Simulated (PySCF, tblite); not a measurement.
# C₂H₅BrF₂Ge: geometry, infrared bands, NMR shifts and spin-spin couplings

Aim: predict the infrared bands, NMR shifts and spin-spin couplings of C₂H₅BrF₂Ge (`[F][GeH2][C@@H](F)CBr`).

The runs use tblite 0.8.0 and PySCF 2.14.0, with density-fitted response routines of our own; the level of theory stands in each step. All values are computed, except where a source is named. Atoms count from 0, in the outputs and in this text.

### Step 1. Starting geometry

11 atoms, charge 0, multiplicity 1; geometry from: force field or distance geometry start.

Bonds of the start (Å): F0–Ge1 1.77, Ge1–C2 1.92, C2–F3 1.36, C2–C4 1.52, C4–Br5 1.95, Ge1–H6 1.54, Ge1–H7 1.57, C2–H8 1.11, C4–H9 1.10, C4–H10 1.11.

### Step 2. Relaxing the molecule with GFN2-xTB

The job: settings as JSON, then the geometry in Å.

```
{"job": {"kind": "relax", "xc": "GFN2-xTB", "basis": "xTB"}, "charge": 0, "multiplicity": 1}
F      2.105100     1.702000    -0.018200
Ge     1.448900     0.072900    -0.243200
C     -0.203400    -0.140200     0.709800
F     -0.209000     0.648000     1.816900
C     -1.429200     0.111800    -0.155400
Br    -1.415800    -1.153800    -1.633700
H      1.333100    -0.187600    -1.752800
H      2.496300    -0.934800     0.353500
H     -0.291200    -1.206400     1.021300
H     -2.363100    -0.068200     0.405200
H     -1.466300     1.159000    -0.529400
```

Started as:

```console
OMP_NUM_THREADS=1 python probes_run.py task.json out
```

This one command runs all jobs of the session in turn.

Output:

```text
step      E/eV     max force
  0    -607.58507    2.347
  1    -607.70282    1.185
  2    -607.75437    0.375
  3    -607.77126    0.374
  4    -607.79280    0.511
  5    -607.80948    0.461
  6    -607.82441    0.386
  7    -607.83573    0.375
  8    -607.84461    0.216
  9    -607.84971    0.185
 10    -607.85274    0.141
 11    -607.85507    0.168
 12    -607.85744    0.144
 13    -607.85991    0.139
 14    -607.86200    0.107
 15    -607.86338    0.101
 16    -607.86432    0.093
 17    -607.86515    0.090
 18    -607.86600    0.092
 19    -607.86691    0.117
 20    -607.86793    0.107
 21    -607.86898    0.101
 22    -607.86988    0.095
 23    -607.87051    0.078
 24    -607.87095    0.054
 25    -607.87129    0.050
 26    -607.87159    0.064
 27    -607.87192    0.067
 28    -607.87238    0.075
 29    -607.87309    0.118
 30    -607.87406    0.130
 31    -607.87518    0.109
 32    -607.87652    0.131
 33    -607.87842    0.148
 34    -607.88121    0.219
 35    -607.88454    0.235
 36    -607.88744    0.147
 37    -607.88946    0.104
 38    -607.89114    0.125
 39    -607.89321    0.184
 40    -607.89523    0.160
 41    -607.89605    0.100
 42    -607.89703    0.069
 43    -607.89756    0.061
 44    -607.89944    0.101
 45    -607.90150    0.129
 46    -607.90549    0.172
 47    -607.90934    0.160
 48    -607.91262    0.122
 49    -607.91426    0.096
 50    -607.91558    0.098
 51    -607.91745    0.099
 52    -607.91951    0.230
 53    -607.92180    0.183
 54    -607.92538    0.173
 55    -607.93225    0.147
 56    -607.93600    0.136
 57    -607.94081    0.128
 58    -607.94348    0.140
 59    -607.94662    0.140
 60    -607.95007    0.128
 61    -607.95240    0.146
 62    -607.95427    0.145
 63    -607.95558    0.125
 64    -607.95796    0.118
 65    -607.95901    0.109
 66    -607.96052    0.086
 67    -607.96132    0.079
 68    -607.96204    0.073
 69    -607.96280    0.069
 70    -607.96354    0.058
 71    -607.96391    0.054
 72    -607.96411    0.048
 73    -607.96430    0.047
 74    -607.96465    0.052
 75    -607.96520    0.059
 76    -607.96575    0.046
 77    -607.96610    0.056
 78    -607.96632    0.057
 79    -607.96660    0.054
 80    -607.96700    0.046
 81    -607.96742    0.042
 82    -607.96767    0.031
 83    -607.96778    0.033
 84    -607.96785    0.026
 85    -607.96788    0.015
 86    -607.96790    0.007
```

Wall time 0.57 s (1 thread of Intel Xeon Platinum 8375C at 2.90GHz, shared host); peak memory 0.18 GiB.

The steps of the relaxation: (not every step is listed)

```csv
step,energy from step 0 (eV),largest force (eV/Å)
0,0.0000,2.3474
1,-0.1178,1.1855
2,-0.1693,0.3754
3,-0.1862,0.3737
4,-0.2077,0.5111
5,-0.2244,0.4613
6,-0.2393,0.3856
7,-0.2507,0.3749
8,-0.2595,0.2158
15,-0.2783,0.1008
22,-0.2848,0.0951
29,-0.2880,0.1177
36,-0.3024,0.1473
43,-0.3125,0.0609
50,-0.3305,0.0980
57,-0.3557,0.1279
64,-0.3729,0.1185
71,-0.3788,0.0543
78,-0.3813,0.0574
81,-0.3823,0.0416
82,-0.3826,0.0314
83,-0.3827,0.0333
84,-0.3828,0.0263
85,-0.3828,0.0153
86,-0.3828,0.0066
```

Distances of close pairs at the start and the end, largest changes first:

```csv
bond,before (Å),after (Å),change (Å)
Ge1–C2,1.919,2.017,+0.098
Ge1–H7,1.571,1.501,-0.071
Ge1–H6,1.536,1.502,-0.034
C2–F3,1.359,1.384,+0.025
F0–Ge1,1.771,1.748,-0.023
C4–H10,1.113,1.090,-0.022
C2–H8,1.114,1.096,-0.019
C4–Br5,1.946,1.929,-0.017
```

The end geometry stands in the next job.

### Step 3. Harmonic vibrations with GFN2-xTB

The job: settings as JSON, then the geometry in Å.

```
{"job": {"kind": "ir", "xc": "GFN2-xTB", "basis": "xTB"}, "charge": 0, "multiplicity": 1}
F      1.367138     1.547206    -0.825708
Ge     1.513786    -0.102849    -0.268753
C     -0.244434    -0.401185     0.674185
F     -0.107011     0.160296     1.932236
C     -1.400578     0.259924    -0.041725
Br    -1.514885    -0.535587    -1.795484
H      1.760246    -0.865967    -1.538737
H      2.651012    -0.023883     0.707022
H     -0.450947    -1.464240     0.840022
H     -2.352088     0.102674     0.467531
H     -1.216813     1.326283    -0.176554
```

Output:

```text
mode    cm-1     km/mol
  1      49.4      2.39
  2      80.0      6.81
  3     131.3     12.21
  4     137.8     10.23
  5     230.3     20.34
  6     288.9      3.83
  7     366.4      8.56
  8     457.3     77.13
  9     483.3    121.77
 10     531.5     47.64
 11     567.1      2.57
 12     655.4    113.38
 13     674.6     12.50
 14     743.9    182.56
 15     897.1      3.30
 16     999.7     55.92
 17    1060.2      4.16
 18    1085.9      4.20
 19    1216.6     11.20
 20    1218.8      7.54
 21    1288.0      1.49
 22    1439.0      3.82
 23    1944.3    123.86
 24    2017.6    513.41
 25    2914.4     27.58
 26    2985.0      8.56
 27    2990.9      1.78
```

Wall time 0.32 s (1 thread of Intel Xeon Platinum 8375C at 2.90GHz, shared host); peak memory 0.18 GiB.

The strongest bands and the atoms that carry them (share of the mass-weighted mode):

```csv
cm⁻¹,km/mol,atoms
457,77.1,"H6 27 %, H7 27 %, C2 15 %"
483,121.8,"F0 70 %, Ge1 20 %"
532,47.6,"C2 41 %, H6 19 %"
655,113.4,"H7 45 %, H6 43 %"
744,182.6,"H6 53 %, H7 45 %"
1000,55.9,"C2 57 %, F3 35 %"
1944,123.9,"H6 62 %, H7 37 %"
2018,513.4,"H7 62 %, H6 37 %"
```

### Step 4. Shielding tensors: PBE0/pcSseg-1

Same as in step 3 but for these lines:

```diff
@@ -1,2 +1,2 @@
-{"job": {"kind": "ir", "xc": "GFN2-xTB", "basis": "xTB"}, "charge": 0, "multiplicity": 1}
+{"job": {"kind": "nmr", "xc": "PBE0", "basis": "pcSseg-1"}, "charge": 0, "multiplicity": 1}
 F      1.367138     1.547206    -0.825708
```

Method: GIAO PBE0/pcSseg-1 NMR shielding, non-relativistic, gas phase.

Output:

```text
coarse grid: 48072 points
cycle   1  E = -4928.5841279842  dE = -1.387e+00  |g| = 1.301e+00  |ddm| = 3.120e+00
cycle   2  E = -4928.3729913216  dE =  2.111e-01  |g| = 1.642e+00  |ddm| = 1.540e+00
cycle   3  E = -4928.7046870502  dE = -3.317e-01  |g| = 3.309e-01  |ddm| = 1.158e+00
cycle   4  E = -4928.7198780164  dE = -1.519e-02  |g| = 8.682e-02  |ddm| = 2.079e-01
cycle   5  E = -4928.7205665735  dE = -6.886e-04  |g| = 1.632e-02  |ddm| = 5.526e-02
cycle   6  E = -4928.7205998009  dE = -3.323e-05  |g| = 4.884e-03  |ddm| = 1.580e-02
cycle   7  E = -4928.7206038746  dE = -4.074e-06  |g| = 1.601e-03  |ddm| = 4.765e-03
final grid: 98600 points
cycle   8  E = -4928.7205724092  dE =  2.839e-07  |g| = 2.083e-03  |ddm| = 2.516e-03
cycle   9  E = -4928.7205717087  dE =  7.006e-07  |g| = 2.873e-03  |ddm| = 3.453e-03
cycle  10  E = -4928.7205730793  dE = -1.371e-06  |g| = 1.438e-04  |ddm| = 2.117e-03
cycle  11  E = -4928.7205730819  dE = -2.623e-09  |g| = 1.848e-05  |ddm| = 9.591e-05
cycle  12  E = -4928.7205730819  dE = -3.638e-11  |g| = 4.803e-06  |ddm| = 1.608e-05
converged SCF energy = -4928.7205730819

GIAO shielding tensors (ppm)
atom      isotropic    diamagn.    paramagn.     s11        s22        s33       span
  0 F      450.151     476.302     -26.151    406.432    457.842    486.177     79.745
  1 Ge    1308.045    2753.310   -1445.266   1211.755   1240.954   1471.426    259.671
  2 C       90.950     245.146    -154.196     49.491     73.934    149.426     99.935
  3 F      388.837     473.357     -84.521    329.650    387.352    449.509    119.859
  4 C      146.886     247.027    -100.141    120.381    142.999    177.278     56.897
  5 Br    2404.874    3123.136    -718.262   2061.799   2187.492   2965.330    903.530
  6 H       25.566      27.199      -1.633     19.063     22.128     35.506     16.443
  7 H       26.190      27.304      -1.114     19.609     21.231     37.731     18.122
  8 H       26.568      29.364      -2.796     22.885     27.620     29.200      6.315
  9 H       27.782      28.050      -0.269     21.093     26.547     35.704     14.612
 10 H       27.467      28.974      -1.507     23.882     25.098     33.420      9.539
```

Wall time 27 s (1 thread of Intel Xeon Platinum 8375C at 2.90GHz, shared host); peak memory 0.77 GiB.

The references, computed at this level on geometries of the same kind, shield at (ppm): 1H TMS 31.72, 13C TMS 186.9, 19F CFCl3 170.9, 73Ge GeMe4 1331, 79Br HBr 2622. Their shielding less the atom's gives the shift. The references are single molecules in the gas phase, so shifts against H2O, NH3, PH3, H3PO4 or CFCl3 are not on the usual liquid scales and can be off by tens of ppm.

```csv
atoms,environment,σ (ppm),δ (ppm)
C2,sp3 CH bonded to F and Ge,91.0,96.0
C4,sp3 CH2 bonded to Br,146.9,40.0
H6,"hydrogen on a germanium bonded to C, F",25.57,6.15
H7,"hydrogen on a germanium bonded to C, F",26.19,5.53
H8,hydrogen on an sp3 CH bonded to F and Ge,26.57,5.15
H10,hydrogen on an sp3 CH2 bonded to Br,27.47,4.25
H9,hydrogen on an sp3 CH2 bonded to Br,27.78,3.94
F3,fluorine on an sp3 carbon,388.8,-217.9
F0,fluorine bonded to Ge,450.2,-279.2
Ge1,"germanium bonded to C, F, 2 H",1308,23
Br5,bromine bonded to C,2405,217
```

The run also stored atomic charges by several schemes (e):

```csv
atoms,Mulliken,IAO,Hirshfeld,ESP fit
F0,-0.51,-0.54,-0.26,-0.30
Ge1,0.75,0.93,0.42,0.38
C2,-0.08,-0.06,-0.02,0.19
F3,-0.33,-0.32,-0.11,-0.21
C4,-0.16,-0.30,-0.06,-0.61
Br5,-0.17,-0.03,0.00,-0.05
```

Mayer bond orders: F0–Ge1 0.78, Ge1–C2 0.84, C2–F3 0.83, C2–C4 0.98, C4–Br5 0.98.

### Step 5. Indirect couplings: B3LYP/pcSseg-1+pcJ-1

Same as in step 4 but for these lines:

```diff
@@ -1,2 +1,2 @@
-{"job": {"kind": "nmr", "xc": "PBE0", "basis": "pcSseg-1"}, "charge": 0, "multiplicity": 1}
+{"job": {"kind": "j", "xc": "B3LYP", "basis": "pcJ-1"}, "charge": 0, "multiplicity": 1}
 F      1.367138     1.547206    -0.825708
```

Level: B3LYP/pcJ-1 Br:pcSseg-1 Ge:pcSseg-1 indirect spin-spin coupling, non-relativistic, gas phase.

Output:

```text
coarse grid: 48072 points
cycle   1  E = -4929.5306286163  dE = -1.401e+00  |g| = 1.391e+00  |ddm| = 2.954e+00
cycle   2  E = -4929.2224332305  dE =  3.082e-01  |g| = 1.902e+00  |ddm| = 1.754e+00
cycle   3  E = -4929.6604595888  dE = -4.380e-01  |g| = 4.034e-01  |ddm| = 1.369e+00
cycle   4  E = -4929.6822958013  dE = -2.184e-02  |g| = 1.079e-01  |ddm| = 2.528e-01
cycle   5  E = -4929.6833442029  dE = -1.048e-03  |g| = 2.283e-02  |ddm| = 7.211e-02
cycle   6  E = -4929.6834121863  dE = -6.798e-05  |g| = 7.888e-03  |ddm| = 2.404e-02
cycle   7  E = -4929.6834233680  dE = -1.118e-05  |g| = 2.063e-03  |ddm| = 7.204e-03
cycle   8  E = -4929.6834238712  dE = -5.032e-07  |g| = 3.914e-04  |ddm| = 1.329e-03
final grid: 98600 points
cycle   9  E = -4929.6833733907  dE = -1.691e-08  |g| = 5.561e-04  |ddm| = 1.327e-03
cycle  10  E = -4929.6833733212  dE =  6.957e-08  |g| = 8.240e-04  |ddm| = 1.039e-03
cycle  11  E = -4929.6833734447  dE = -1.235e-07  |g| = 7.836e-05  |ddm| = 6.146e-04
cycle  12  E = -4929.6833734458  dE = -1.148e-09  |g| = 9.402e-06  |ddm| = 6.325e-05
cycle  13  E = -4929.6833734459  dE = -1.637e-11  |g| = 4.099e-06  |ddm| = 9.729e-06
converged SCF energy = -4929.6833734459

Indirect spin-spin couplings (Hz)
  i      j    bonds     total        FC       PSO       DSO        SD
  0 F    2 C    2     11.937     6.945     2.117    -0.050     2.925
  0 F    3 F    3     -2.945    -0.659    -0.834    -0.325    -1.127
  0 F    4 C    3      1.651     1.854    -0.499     0.308    -0.011
  0 F    6 H    2     37.497    39.067     1.490    -1.942    -1.118
  0 F    7 H    2     38.654    40.489     1.331    -2.059    -1.108
  0 F    8 H    3      7.650     9.146     0.889    -2.449     0.064
  0 F   10 H    4      1.813     0.374    -1.143     2.617    -0.034
  2 C    3 F    1   -251.719  -304.655    29.132     1.229    22.575
  2 C    4 C    1     40.542    41.077    -0.974     0.439         -
  2 C    6 H    2     18.961    19.557    -0.057    -0.538         -
  2 C    7 H    2     14.753    15.259    -0.063    -0.443         -
  2 C    8 H    1    161.340   160.114    -0.521     1.747         -
  2 C    9 H    2     -3.560    -3.826    -0.050     0.315         -
  2 C   10 H    2     -5.178    -5.479    -0.142     0.443         -
  3 F    4 C    2     18.077    22.981    -4.359     0.313    -0.859
  3 F    6 H    3     25.994    28.320     1.033    -3.296    -0.064
  3 F    7 H    3      6.452     5.984     0.181     0.518    -0.230
  3 F    8 H    2     55.507    47.755    10.840     0.062    -3.150
  3 F    9 H    3      6.800     4.963     1.636     0.460    -0.259
  3 F   10 H    3      4.849     3.040     1.370     0.728    -0.289
  4 C    6 H    3     -0.883    -0.716     0.081    -0.248         -
  4 C    7 H    3      1.415     1.801     0.225    -0.611         -
  4 C    8 H    2     -2.851    -3.096    -0.107     0.352         -
  4 C    9 H    1    162.866   161.585    -0.142     1.424         -
  4 C   10 H    1    163.762   162.448    -0.216     1.531         -
  6 H    7 H    2     37.435    41.844     1.295    -5.705         -
  6 H    8 H    3     -2.389    -1.868     0.126    -0.647         -
  6 H   10 H    4     -0.501     0.489     0.554    -1.543         -
  7 H    8 H    3     -2.251    -1.322     0.619    -1.548         -
  7 H    9 H    4      1.836     2.724     1.206    -2.095         -
  7 H   10 H    4     -1.318     0.029     0.721    -2.069         -
  8 H    9 H    3      7.776     6.938     0.027     0.812         -
  8 H   10 H    3     14.912    14.383     2.502    -1.973         -
  9 H   10 H    2     -8.614   -10.003     2.271    -0.882         -
```

It took 57 s on 1 thread of Intel Xeon Platinum 8375C at 2.90GHz, shared host; peak memory 1.1 GiB.

Couplings of 1 Hz or more, nine at most for each number of bonds (isotopes 13C, 19F, 1H):

```csv
pair,bonds,J (Hz),Fermi contact (Hz),dihedral (°)
C2–F3,1,-251.7,-304.7,–
C4–H10,1,163.8,162.4,–
C4–H9,1,162.9,161.6,–
C2–H8,1,161.3,160.1,–
C2–C4,1,40.5,41.1,–
F3–H8,2,55.5,47.8,–
F0–H7,2,38.7,40.5,–
F0–H6,2,37.5,39.1,–
H6–H7,2,37.4,41.8,–
C2–H6,2,19.0,19.6,–
F3–C4,2,18.1,23.0,–
C2–H7,2,14.8,15.3,–
F0–C2,2,11.9,6.9,–
H9–H10,2,-8.6,-10.0,–
F3–H6,3,26.0,28.3,167
H8–H10,3,14.9,14.4,178
H8–H9,3,7.8,6.9,54
F0–H8,3,7.7,9.1,164
F3–H9,3,6.8,5.0,-62
F3–H7,3,6.5,6.0,28
F3–H10,3,4.8,3.0,62
F0–F3,3,-2.9,-0.7,-81
H6–H8,3,-2.4,-1.9,52
H7–H9,4,1.8,2.7,–
F0–H10,4,1.8,0.4,–
H7–H10,4,-1.3,0.0,–
```

The spin-dipole term was solved for some atoms only; pairs without it lack that part.

The response was solved for the nuclei of C, F, H alone, so couplings that need other nuclei can be missing.

Quadrupole couplings from the field gradients of the same density:

```csv
atom,isotope,eQq/h (MHz),η
Br5,79Br,584.9,0.04
Ge1,73Ge,-99.8,0.37
```

Shifts (PBE0/pcSseg-1, unscaled) and these couplings together give the proton spectrum at 500 MHz below. Couplings to quadrupolar nuclei are left out.

1H NMR δ 6.15 (m, 1H), 5.53 (m, 1H), 5.15 (m, 1H), 4.25 (m, 1H), 3.94 (m, 1H).

### Step 6. Summary of results

| quantity | value |
| --- | --- |
| strongest single infrared mode (GFN2-xTB) | 2018 cm⁻¹, 513 km/mol |
| zero-point energy (GFN2-xTB) | 39.2 kcal/mol |
| 13C shifts against TMS (PBE0/pcSseg-1) | 96.0, 40.0 ppm |
| 1H shifts against TMS (PBE0/pcSseg-1) | 6.15, 5.53, 5.15, 4.25, 3.94 ppm |
| 19F shifts against CFCl3 (PBE0/pcSseg-1) | -217.9, -279.2 ppm |
| 73Ge shifts against GeMe4 (PBE0/pcSseg-1) | 23 ppm |
| 79Br shifts against HBr (PBE0/pcSseg-1) | 217 ppm |
| largest coupling of the table (B3LYP/pcSseg-1+pcJ-1) | 1J(C,F) C2–F3, -251.7 Hz |

Over 86 steps the energy fell by 0.383 eV; of the close pairs, Ge1–C2 changed most, 1.919 to 2.017 Å. No mode is imaginary among the 27: a minimum at this level. The strongest single mode, at 2018 cm⁻¹, moves mainly H7 and H6. GFN2-xTB is a fitted tight-binding method: band positions and strengths are rough. Its intensities can rank the bands wrongly. C4 stands next to heavy halogen, whose spin-orbit shielding this run leaves out, so the computed shift lies too far downfield, most of all for carbon beside Br or I. C2 (sp3 CH bonded to F and Ge) lies farthest downfield among carbon, at 96.0 ppm; deshielded by the electronegative neighbour. At PBE0/pcSseg-1: The largest span, 904 ppm, is at Br5, where the paramagnetic term is -718 ppm. In the run at B3LYP/pcSseg-1+pcJ-1, the largest coupling of the table is C2–F3, -251.7 Hz, of which the Fermi-contact term gives -304.7 Hz. Couplings across rotatable bonds belong to this one conformer; where others are populated, the observed values are averages. Density functionals describe couplings to fluorine poorly, F–F couplings above all, so those rows are rough. Spin-orbit coupling is left out, which matters for shieldings and couplings at and beside the heavy atoms.
